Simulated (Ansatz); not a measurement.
# Be2H: the cost of one run

Program: Ansatz 0.2.0. Level of theory: DFT PBE, scalar-relativistic, plane waves, PAW. These are calculated values, not measurements.

## 1. The structure to begin with

It takes space group P6/mmm (No. 191, hexagonal). Conventional cell: a = 3.314 Å, b = 3.314 Å, c = 4.291 Å, α = 90.00°, β = 90.00°, γ = 120.00°. Be (site symmetry mmm) has 6 Be at 1.66 Å in its first shell of neighbours. Be (site symmetry 6/mmm) is surrounded by 2 H at 1.23 Å. H (site symmetry 6mm) has 1 Be at 1.23 Å in its first shell of neighbours.

As a file:

```cif
data_structure
_symmetry_space_group_name_H-M 'P6/mmm'
_symmetry_Int_Tables_number 191
_cell_length_a 3.3137
_cell_length_b 3.3137
_cell_length_c 4.2907
_cell_angle_alpha 90.000
_cell_angle_beta 90.000
_cell_angle_gamma 120.000
_cell_volume 40.80
loop_
_atom_site_label
_atom_site_type_symbol
_atom_site_symmetry_multiplicity
_atom_site_Wyckoff_symbol
_atom_site_fract_x
_atom_site_fract_y
_atom_site_fract_z
_atom_site_occupancy
Be1 Be 3 f 0.50000 0.00000 0.00000 1
Be2 Be 1 a 0.00000 0.00000 0.00000 1
H1 H 2 e 0.00000 0.00000 0.28739 1
```

A structure generator made this guess: random cell by space group and Wyckoff sites (P6/mmm, No. 191). Lengths come from tabulated atomic sizes and are only a guess.

## 2. A first look at the guess

Contents of input.yaml:

```yaml
crystal:
  lattice:
    - [3.31368188, 0.0, 0.0]
    - [-1.65684094, 2.86973269, 0.0]
    - [0.0, 0.0, 4.29067761]
  atoms:
    - { symbol: Be, position: [0.5, 0.0, 0.0] }
    - { symbol: Be, position: [0.0, 0.5, 0.0] }
    - { symbol: Be, position: [0.5, 0.5, 0.0] }
    - { symbol: Be, position: [0.0, 0.0, 0.0] }
    - { symbol: H, position: [0.0, 0.0, 0.2873893] }
    - { symbol: H, position: [0.0, 0.0, 0.7126107] }
basis:
  ecutwfc: 420
kpoints:
  mp_grid: { grid: [6, 6, 4] }
hamiltonian:
  xc: pbe
scf:
  occupations: { method: gaussian, width: 0.1 }
  lower_state_search: "off"
output:
  forces: true
  stress: true
  eigenvalues: true
```

Run with:

```
> ansatz run input.yaml --threads 1 --pin off --max-ram 2560MiB --backend cpu --events-out ev --progress --plain --runs-dir out
```

Q: Estimate wall time and peak memory on 1 thread of Arm Neoverse N1, shared host.

About 1.6 s, with a peak of 0.26 GiB.
